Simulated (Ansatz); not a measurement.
The system is NiGe.

```
CELL_PARAMETERS angstrom
5.38100 0.00000 0.00000
0.00000 3.42800 0.00000
0.00000 0.00000 5.81100
ATOMIC_POSITIONS crystal
Ge 0.31200 0.75000 0.91700
Ge 0.68800 0.25000 0.08300
Ge 0.18800 0.25000 0.41700
Ge 0.81200 0.75000 0.58300
Ni 0.49500 0.75000 0.31000
Ni 0.50500 0.25000 0.69000
Ni 0.00500 0.25000 0.81000
Ni 0.99500 0.75000 0.19000
```

Program: Ansatz 0.2.0. Alike in all runs: task single point; level PBEsol; potentials or basis Ansatz PAW; cell as given; k mesh 5 × 8 × 5; cutoff (eV) 420; smearing fermi-dirac 0.05 eV. Hardware: 4 threads of Arm Neoverse V1, on a shared host.

Problem. Order these runs on this cell by their wall time, lowest first.
A. spin collinear, antiferromagnetic start
B. spin off
C. spin collinear, ferromagnetic start

Solution. B (8.8 s), C (28 s), A (120 s).

Caveats: the starting moments weren't kept (some runs).
